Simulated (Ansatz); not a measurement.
# Os: the cost of one run

Computed with Ansatz 0.2.0 (DFT PBEsol, scalar-relativistic, unless a step's input says otherwise).

6 further runs of the same task are left out: 6 that didn't finish.

## (1) The starting structure

Symmetry: P6_3/mmc, No. 194, hexagonal system. The conventional cell has a = 2.734 Å, b = 2.734 Å, c = 4.320 Å, α = 90.00°, β = 90.00°, γ = 120.00°. Os (site symmetry -6m2) has 12 Os at 2.68 to 2.73 Å as nearest neighbours.

Coordinates:

```cif
data_structure
_symmetry_space_group_name_H-M 'P6_3/mmc'
_symmetry_Int_Tables_number 194
_cell_length_a 2.7341
_cell_length_b 2.7341
_cell_length_c 4.3197
_cell_angle_alpha 90.000
_cell_angle_beta 90.000
_cell_angle_gamma 120.000
_cell_volume 27.96
loop_
_atom_site_label
_atom_site_type_symbol
_atom_site_symmetry_multiplicity
_atom_site_Wyckoff_symbol
_atom_site_fract_x
_atom_site_fract_y
_atom_site_fract_z
_atom_site_occupancy
Os1 Os 2 c 0.33333 0.66667 0.25000 1
```

The file gives the conventional cell by its symmetry; the runs use the cell typed in the input.

Atoms are numbered in the order of the input: Os1, Os2.

## (2) The deformed structure

Space group P6_3/mmc before, P6_3/mmc after.

## (3) All-electron LAPW

The input, input.yaml:

```yaml
crystal:
  lattice:
    - [2.679417976, 0.0, 0.0]
    - [-1.339708988, 2.3204440346, 0.0]
    - [0.0, 0.0, 4.3197]
  atoms:
    - { symbol: Os, position: [0.3333333333, 0.6666666667, 0.25] }
    - { symbol: Os, position: [0.6666666667, 0.3333333333, 0.75] }
kpoints:
  mp_grid: { grid: [15, 15, 9] }
  band_path:
    path:
      - [0.0, 0.0, 0.0]
      - [0.5, 0.0, 0.0]
      - [0.3333333333, 0.3333333333, 0.0]
      - [0.0, 0.0, 0.0]
      - [0.0, 0.0, 0.5]
      - [0.5, 0.0, 0.5]
      - [0.3333333333, 0.3333333333, 0.5]
      - [0.0, 0.0, 0.5]
      - [0.5, 0.0, 0.5]
    npoints: 5
scf:
  occupations: { method: fermi_dirac, width: 0.05 }
hamiltonian:
  xc: pbesol
  pseudopotentials: { kind: all_electron, lapw: { basis_error: 0.0005 } }
output:
  forces: true
  stress: true
  eigenvalues: true
```

Run with:

```
$ ansatz run input.yaml --threads 1 --pin off --max-ram 3072MiB --backend cpu --events-out ev --progress --plain --runs-dir out
```

**Question.** How long does this run take on 1 thread of Arm Neoverse V2, shared host, and how much memory does it need?

About 78 s, with a peak of 0.76 GiB.
